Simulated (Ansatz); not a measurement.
# CH3ClZn: one species, many methods

How much do the methods differ for CH3ClZn? The plan is to run it at one geometry with functionals of several rungs and with coupled cluster. The yardstick is the atomisation energy at the CCSD(T) limit.

The runs use Ansatz 0.2.0, Gaussian basis; functionals in def2-TZVPP, the program's frozen cores in correlated methods.

Levels to be run: LDA (SPW92), PBE-D4, revPBE-D4, BLYP-D4, r2SCAN-D4, B97M-V, PBE0-D4, B3LYP-D4, r2SCANh-D4, r2SCAN0-D4, HSE06-D4, BHLYP-D4, CAM-B3LYP-D4, LC-ωPBE, ωB97X-V, ωB97M-V, B2PLYP, PBE-QIDH; CCSD(T)/def2-SVP; CCSD(T)/def2-TZVPP; MP2/def2-QZVPP; extrapolation to the limit; RPA on PBE.

## (1) Structure used throughout

The geometry comes from an earlier relaxation with PBE0-D4 in a triple-zeta def2 set; it is a stationary point.

SMILES `Cl[CH2][ZnH]`, 6 atoms, charge 0, spin multiplicity 1.

Atoms are counted from 1 here; the program's logs count them from 0.

Bond lengths: Cl1–C2 1.805 Å, C2–Zn3 1.955 Å, C2–H4 1.090 Å, C2–H5 1.090 Å, Zn3–H6 1.536 Å. Angles: Cl1–C2–Zn3 105.4°, Cl1–C2–H4 106.6°, Cl1–C2–H5 106.6°, Zn3–C2–H4 114.7°, Zn3–C2–H5 114.7°, H4–C2–H5 108.2°, C2–Zn3–H6 177.8°.

## (2) LDA

This LDA is Slater exchange with PW92 correlation.

in.yaml reads:

```yaml
crystal:
  periodic: [false, false, false]
  atoms:
    - {symbol: Cl, position_ang: [0.988098, -1.687288, -0.303552]}
    - {symbol: C, position_ang: [-0.199732, -0.355131, -0.572066]}
    - {symbol: Zn, position_ang: [0.083530, 0.897521, 0.902367]}
    - {symbol: H, position_ang: [0.007401, 0.052272, -1.561083]}
    - {symbol: H, position_ang: [-1.186274, -0.817003, -0.593272]}
    - {symbol: H, position_ang: [0.349178, 1.845629, 2.081506]}
basis:
  gaussian: {orbitals: def2-TZVPP}
hamiltonian: {xc: lda}
output: {orbitals: {seedname: orbitals}}
```

Run with:

```sh
$ ansatz run in.yaml --threads 2 --pin off --events-out ev --progress --plain --max-ram 4352MiB
```

The runs that follow: PBE-D4 (GGA); revPBE-D4 (GGA); BLYP-D4 (GGA); r2SCAN-D4 (meta-GGA); B97M-V (meta-GGA); B3LYP-D4 (hybrid); r2SCANh-D4 (hybrid); r2SCAN0-D4 (hybrid); HSE06-D4 (hybrid); BHLYP-D4 (hybrid); CAM-B3LYP-D4 (range-separated); LC-ωPBE (range-separated); ωB97X-V (range-separated); ωB97M-V (range-separated); B2PLYP (double hybrid); PBE-QIDH (double hybrid); CCSD(T) in def2-SVP; CCSD(T) in def2-TZVPP; MP2 in def2-QZVPP; RPA on PBE orbitals.

Before running them: what should the planned runs give, taken together? Wanted: atomisation energy, CCSD(T)/CBS; farthest beyond LDA; mean size of error, GGA; mean size of error, meta-GGA; mean size of error, hybrid; mean size of error, range-separated; mean size of error, double hybrid; gap, smallest and largest; T1 diagnostic.

The runs gave:

| quantity | value |
| --- | --- |
| atomisation energy, CCSD(T)/CBS | 1599.7 kJ/mol |
| functionals within 8.0 kJ/mol (0.5 %) | B97M-V, r2SCAN0-D4, CAM-B3LYP-D4, PBE-QIDH |
| farthest beyond LDA | BHLYP-D4 (-55.5 kJ/mol) |
| mean size of error, GGA | 23.2 kJ/mol |
| mean size of error, meta-GGA | 14.6 kJ/mol |
| mean size of error, hybrid | 18.2 kJ/mol |
| mean size of error, range-separated | 13.0 kJ/mol |
| mean size of error, double hybrid | 16.6 kJ/mol |
| gap, smallest and largest | 4.53 eV (BLYP-D4), 11.19 eV (LC-ωPBE) |
| T1 diagnostic | 0.0139 |
| triples share of the correlation energy | 3.5 % |

**Reading.** LDA overbinds by 252.4 kJ/mol (16 %). PBE-D4 is off by +30.1 kJ/mol. Double hybrids carry the basis error of their MP2 part in triple zeta, and no dispersion term here, so their miss is partly the set-up's. By mean error the best rung here is range-separated (13.0 kJ/mol) and the worst beyond LDA is GGA (23.2 kJ/mol). The gap between the best rungs is small, so their order is not settled. The reference freezes the cores and leaves out relativity and excitations past (T), so misses under about 8.0 kJ/mol can't be ranked. Hartree-Fock recovers 72 % of the binding; the rest is correlation. CCSD(T) in def2-SVP is off by -104.8 kJ/mol, which most functionals beat. The gap grows from 4.5 to 11.2 eV across the functionals, mostly with the share of exact exchange. For Zn the d shell is correlated and the shells below it are frozen.
